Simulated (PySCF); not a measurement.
# C₁₂H₁₂: magnetic properties

Wanted: magnetic properties for C₁₂H₁₂ (`CCC#Cc1ccc2c(c1)CC2`).

Computed with PySCF 2.14.0 and routines of our own; the level stands in each step. Atoms count from 0.

### 1 The system as given

24 atoms, charge 0, multiplicity 1; geometry from: GFN2-xTB.

### 2 Magnetic properties: GIAO CAM-B3LYP/pcSseg-1

Job settings and geometry (Å):

```
{"job": {"kind": "mag", "xc": "CAM-B3LYP", "basis": "pcSseg-1", "isotopologues": 0}, "charge": 0, "multiplicity": 1}
C      4.536402     0.012701     1.019943
C      4.035632     0.224205    -0.409234
C      2.589339     0.174151    -0.475414
C      1.387493     0.128689    -0.506947
C     -0.027225     0.077342    -0.554358
C     -0.674663     0.248160    -1.780235
C     -2.061958     0.209422    -1.896577
C     -2.752610    -0.007460    -0.730073
C     -2.110222    -0.179396     0.497474
C     -0.748642    -0.145368     0.632575
C     -3.408838    -0.353677     1.242488
C     -4.124141    -0.161239    -0.125519
H      4.141916     0.783800     1.678088
H      5.623173     0.053406     1.048235
H      4.214107    -0.956167     1.395312
H      4.372735     1.196843    -0.781946
H      4.446303    -0.549313    -1.066179
H     -0.068350     0.415391    -2.659380
H     -2.541378     0.343838    -2.855284
H     -0.230859    -0.276906     1.571362
H     -3.620150     0.417890     1.981241
H     -3.547832    -1.332870     1.698321
H     -4.756544     0.723232    -0.190432
H     -4.685424    -1.026910    -0.474516
```

With the program's defaults for keys left out, this is: GIAO CAM-B3LYP/pcSseg-1 magnetisability, rotational g tensor and spin-rotation constants, non-relativistic, gas phase.

Started as:

```sh
OMP_NUM_THREADS=1 python excited_run.py task.json out
```

One launch serves the whole session: the jobs run in the order shown.

The log of the run:

```text
coarse grid: 20472 points
cycle   1  E = -463.9344843536  dE =  2.579e+00  |g| = 3.851e-01  |ddm| = 5.220e+00
cycle   2  E = -463.9657015787  dE = -3.122e-02  |g| = 2.378e-01  |ddm| = 9.374e-01
cycle   3  E = -463.9794100652  dE = -1.371e-02  |g| = 5.252e-02  |ddm| = 2.875e-01
cycle   4  E = -463.9798933329  dE = -4.833e-04  |g| = 3.109e-02  |ddm| = 8.935e-02
cycle   5  E = -463.9801427351  dE = -2.494e-04  |g| = 3.979e-03  |ddm| = 3.561e-02
cycle   6  E = -463.9801465719  dE = -3.837e-06  |g| = 1.357e-03  |ddm| = 5.604e-03
final grid: 198960 points
cycle   7  E = -464.0840613780  dE = -4.688e-05  |g| = 4.797e-03  |ddm| = 4.260e-02
cycle   8  E = -464.0840631479  dE = -1.770e-06  |g| = 4.111e-03  |ddm| = 9.528e-03
cycle   9  E = -464.0840672611  dE = -4.113e-06  |g| = 3.771e-04  |ddm| = 3.659e-03
cycle  10  E = -464.0840672856  dE = -2.449e-08  |g| = 2.256e-04  |ddm| = 5.671e-04
cycle  11  E = -464.0840672959  dE = -1.035e-08  |g| = 9.269e-05  |ddm| = 2.816e-04
cycle  12  E = -464.0840672980  dE = -2.097e-09  |g| = 1.644e-05  |ddm| = 9.048e-05
cycle  13  E = -464.0840672981  dE = -7.321e-11  |g| = 5.816e-06  |ddm| = 2.225e-05
converged SCF energy = -464.0840672981

Magnetisability tensor (1e-30 J/T^2)
    -1635.10       29.46        3.77
       29.46    -2338.01     -136.25
        3.77     -136.25    -1517.83
isotropic -1830.31   principal values   -2361.26  -1633.89  -1495.79
isotropic susceptibility -110.224 1e-6 cm^3/mol

Inertial axes            a          b          c
rot. const./GHz      2.9401     0.3945     0.3509
chi total           -98.393    -90.081   -142.199
chi diamagnetic    -575.592  -3238.076  -3628.472
chi paramagnetic    477.199   3147.996   3486.273
quadrupole/D A       12.753     -1.649    -11.104
g nuclear            0.6204     0.5783     0.5796
g electronic        -0.6591    -0.5834    -0.5747
g total             -0.0387    -0.0052     0.0049

Spin-rotation constants (kHz, H = +C I.J)
atom  isotope        aa         bb         cc
 12     1H       -0.283     -0.030     -0.008
 13     1H        0.072     -0.044     -0.039
 14     1H       -0.283     -0.030     -0.008
 15     1H       -0.268     -0.030     -0.005
 16     1H       -0.268     -0.029     -0.005
 17     1H       -0.120      0.022     -0.036
 18     1H       -0.170      0.026     -0.036
 19     1H       -0.144      0.025     -0.037
 20     1H       -0.309     -0.020     -0.003
 21     1H       -0.309     -0.020     -0.003
 22     1H       -0.141     -0.043     -0.003
 23     1H       -0.140     -0.043     -0.003
  0    13C*       0.408      0.052      0.054
  1    13C*       0.412      0.055      0.049
  2    13C*       0.262      0.136      0.131
  3    13C*       0.064      0.143      0.132
  4    13C*       1.479      0.136      0.037
  5    13C*       1.192      0.184      0.043
  6    13C*       1.136      0.177      0.038
  7    13C*       1.571      0.156      0.045
  8    13C*       1.334      0.188      0.045
  9    13C*       1.164      0.178      0.044
 10    13C*       0.426      0.070      0.056
 11    13C*       0.526      0.058      0.056
* in the singly substituted isotopologue
```

It took 4.1 min on 1 thread of Intel Xeon at 2.70GHz, shared host; peak memory 1.6 GiB.

Key values:

```csv
quantity,value
magnetisability,-1830·10⁻³⁰ J/T²
molar susceptibility,-110.2·10⁻⁶ cm³/mol
"rotational g (a, b, c)","-0.0387, -0.0052, 0.0049"
```

### 3 Magnetic properties: GIAO HSE06/6-31G*, grid 3

The job, as its differences from that of step 2:

```diff
@@ -1,2 +1,2 @@
-{"job": {"kind": "mag", "xc": "CAM-B3LYP", "basis": "pcSseg-1", "isotopologues": 0}, "charge": 0, "multiplicity": 1}
+{"job": {"kind": "mag", "xc": "HSE06", "basis": "6-31G*", "grid": 3, "scf": {"aux": "def2-universal-jkfit"}}, "charge": 0, "multiplicity": 1}
 C      4.536402     0.012701     1.019943
```

Level: GIAO HSE06/6-31G* magnetisability, rotational g tensor and spin-rotation constants, non-relativistic, gas phase.

The log of the run:

```text
final grid: 287112 points
cycle   1  E = -463.8115789682  dE =  2.043e+00  |g| = 5.071e-01  |ddm| = 5.426e+00
cycle   2  E = -463.8201142334  dE = -8.535e-03  |g| = 4.855e-01  |ddm| = 1.604e+00
cycle   3  E = -463.8841545607  dE = -6.404e-02  |g| = 8.443e-02  |ddm| = 8.534e-01
cycle   4  E = -463.8854533653  dE = -1.299e-03  |g| = 4.816e-02  |ddm| = 1.816e-01
cycle   5  E = -463.8861254560  dE = -6.721e-04  |g| = 1.045e-02  |ddm| = 7.472e-02
cycle   6  E = -463.8861508258  dE = -2.537e-05  |g| = 4.109e-03  |ddm| = 1.585e-02
cycle   7  E = -463.8861542413  dE = -3.415e-06  |g| = 1.952e-03  |ddm| = 5.554e-03
cycle   8  E = -463.8861552106  dE = -9.693e-07  |g| = 2.647e-04  |ddm| = 1.897e-03
cycle   9  E = -463.8861552323  dE = -2.166e-08  |g| = 8.216e-05  |ddm| = 4.147e-04
cycle  10  E = -463.8861552398  dE = -7.586e-09  |g| = 2.676e-05  |ddm| = 1.188e-04
cycle  11  E = -463.8861552400  dE = -1.473e-10  |g| = 1.303e-05  |ddm| = 5.026e-05
converged SCF energy = -463.8861552400

Magnetisability tensor (1e-30 J/T^2)
    -1588.98       31.18        0.96
       31.18    -2321.88     -134.66
        0.96     -134.66    -1511.98
isotropic -1807.61   principal values   -2344.95  -1587.88  -1490.01
isotropic susceptibility -108.857 1e-6 cm^3/mol

Inertial axes            a          b          c
rot. const./GHz      2.9401     0.3945     0.3509
chi total           -95.622    -89.732   -141.216
chi diamagnetic    -571.094  -3233.921  -3624.600
chi paramagnetic    475.471   3144.189   3483.384
quadrupole/D A       12.205     -1.616    -10.589
g nuclear            0.6204     0.5783     0.5796
g electronic        -0.6567    -0.5827    -0.5742
g total             -0.0363    -0.0044     0.0054

Spin-rotation constants (kHz, H = +C I.J)
atom  isotope        aa         bb         cc
 12     1H       -0.291     -0.031     -0.009
 13     1H        0.069     -0.046     -0.040
 14     1H       -0.291     -0.031     -0.009
 15     1H       -0.274     -0.031     -0.005
 16     1H       -0.274     -0.031     -0.005
 17     1H       -0.132      0.020     -0.036
 18     1H       -0.183      0.024     -0.037
 19     1H       -0.155      0.023     -0.038
 20     1H       -0.321     -0.022     -0.004
 21     1H       -0.321     -0.022     -0.004
 22     1H       -0.147     -0.045     -0.004
 23     1H       -0.147     -0.045     -0.004
  0    13C*       0.356      0.046      0.047
  1    13C*       0.361      0.048      0.044
  2    13C*       0.266      0.117      0.112
  3    13C*       0.086      0.124      0.113
  4    13C*       1.274      0.123      0.033
  5    13C*       1.062      0.162      0.037
  6    13C*       1.011      0.156      0.033
  7    13C*       1.370      0.141      0.040
  8    13C*       1.182      0.167      0.040
  9    13C*       1.043      0.156      0.037
 10    13C*       0.373      0.063      0.051
 11    13C*       0.475      0.050      0.051
* in the singly substituted isotopologue
```

Wall time 3.2 min (1 thread of Intel Xeon at 2.70GHz, shared host); peak memory 1.2 GiB.

From this job:

```csv
quantity,value
magnetisability,-1808·10⁻³⁰ J/T²
molar susceptibility,-108.9·10⁻⁶ cm³/mol
"rotational g (a, b, c)","-0.0363, -0.0044, 0.0054"
```

### 4 Magnetic properties side by side

```csv
level,ξ (10⁻³⁰ J/T²),g(a),g(b),gap (eV),functions,time
GIAO CAM-B3LYP/pcSseg-1,-1830,-0.0387,-0.0052,7.86,264,4.1 min
"GIAO HSE06/6-31G*, grid 3",-1808,-0.0363,-0.0044,4.96,192,3.2 min
```

### 5 What came out

| quantity | value |
| --- | --- |
| magnetisability (step 2, GIAO CAM-B3LYP/pcSseg-1) | -1830·10⁻³⁰ J/T² |
| molar susceptibility (step 2, GIAO CAM-B3LYP/pcSseg-1) | -110.2·10⁻⁶ cm³/mol |
| rotational g (a, b, c) (step 2, GIAO CAM-B3LYP/pcSseg-1) | -0.0387, -0.0052, 0.0049 |
| magnetisability over the levels | -1830 to -1808·10⁻³⁰ J/T² |

**Reading.** The magnetisability spreads by 1.2 % over 2 levels of like cost. Two levels can agree by chance, so this spread shows no convergence. Vibrational averaging and real surroundings are missing from these values.
